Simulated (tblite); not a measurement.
# C4H8OSSi3: the cost of one run

Programs: tblite 0.8.0 and PySCF 2.14.0, with density-fitted response routines of our own. Each step states its level of theory. These are calculated values for one molecule in the gas phase, unless marked as measured. Atoms count from 0, in the outputs and in this text.

### 1 Starting geometry

17 atoms, charge 0, multiplicity 1; geometry from: force field or distance geometry start.

Bonds of the start (Å): C0–C1 1.37, C1–C2 1.34, C2–C3 1.37, C3–S4 1.57, C3–Si5 1.85, Si5–Si6 2.24, Si6–O7 1.72, O7–Si8 1.72, S4–C0 1.81, Si8–C2 1.87, C0–H9 1.06, C1–H10 1.10, Si5–H11 1.47, Si5–H12 1.46, Si6–H13 1.45, Si6–H14 1.47, Si8–H15 1.46, Si8–H16 1.47.

### 2 Optimising the geometry with GFN2-xTB

The job: settings as JSON, then the geometry in Å.

```
{"job": {"kind": "relax", "xc": "GFN2-xTB", "basis": "xTB"}, "charge": 0, "multiplicity": 1}
C      3.105900    -0.185100    -0.049600
C      2.207800     0.779700     0.313500
C      0.917800     0.518400     0.042700
C      0.676500    -0.666600    -0.595100
S      2.029700    -1.439700    -0.797900
Si    -1.020400    -1.220500    -1.066500
Si    -2.323400    -0.686200     0.681300
O     -1.711800     0.748300     1.406900
Si    -0.601200     1.552600     0.374800
H      4.157300    -0.170200     0.090600
H      2.533700     1.702800     0.825300
H     -1.098500    -2.681800    -1.172100
H     -1.497500    -0.571800    -2.290200
H     -3.727000    -0.636600     0.330000
H     -2.152000    -1.744400     1.693600
H     -1.251200     1.917000    -0.884500
H     -0.252700     2.796000     1.087100
```

On the command line:

```console
OMP_NUM_THREADS=1 python probes_run.py task.json out
```

The driver reads the jobs from task.json and runs them one after another.

Q: Estimate the wall time and peak memory of this first job on 1 thread of Arm Neoverse N1, shared host.

About 2.3 s, with a peak of 0.18 GiB.
